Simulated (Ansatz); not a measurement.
Crystal: NaLaMnMoO6.

```xyz
10
Lattice="-2.7229 2.7229 3.8989 2.7229 -2.7229 3.8989 2.7229 2.7229 -3.8989" Properties=species:S:1:pos:R:3 pbc="T T T"
Na    2.7229    0.0000    1.9494
La    0.0000    2.7229    1.9494
Mn    0.0000    0.0000    3.8989
Mo    0.0000    0.0000    0.0000
O     1.6123    1.1308    0.0001
O     1.5921   -1.1106    3.8988
O     1.1106    1.5921    3.8990
O     1.1308    3.8336   -0.0001
O     0.0000    0.0000    1.9646
O     0.0000    0.0000    5.8332
```

The cell was built by a generator and needn't be a form met in nature.

Base run:

* Program: Ansatz 0.2.0
* Functional: PBE
* Potentials or basis: all-electron LAPW, scalar-relativistic
* Cutoff: 404 eV
* Density cutoff: 1615 eV
* Basis error allowed: 0.002 eV/atom
* k mesh: 7 × 7 × 7
* Occupations: fermi-dirac, width 0.05 eV
* Spin: collinear spin, ferromagnetic start
* Starting moments: [0.0, 0.0, 4.0, 1.0, 0.0, 0.0, 0.0, 0.0, 0.0, 0.0] μB

Its results: pressure 0.3 GPa; net moment 1.96 μB per cell; site moments Na +0.00; La -0.01; Mn +2.43; Mo -0.50; O +0.01 μB; largest force 0.071 eV/Å.

Task: After a change of settings the same cell gave: pressure -0.7 GPa; net moment 1.51 μB per cell; site moments Na +0.00; La -0.02; Mn +2.15; Mo -0.59; O +0.01, +0.00 μB; largest force 0.141 eV/Å. Which change was it?
A. k mesh from 7 × 7 × 7 to 4 × 4 × 4
B. functional from PBE to revPBE; k mesh from 7 × 7 × 7 to 5 × 5 × 5
C. functional from PBE to LDA; k mesh from 7 × 7 × 7 to 5 × 5 × 5
D. potentials or basis from all-electron LAPW, scalar-relativistic to all-electron PAW datasets made for the crystal

Result: A.

Caveats: some runs use coarse meshes; a cell with one magnetic atom can't hold antiferromagnetic order, which such compounds often take; the k mesh is thin for a metal, which can move the energy by tens of meV per atom (some runs).

Not every run made on this cell is shown here.
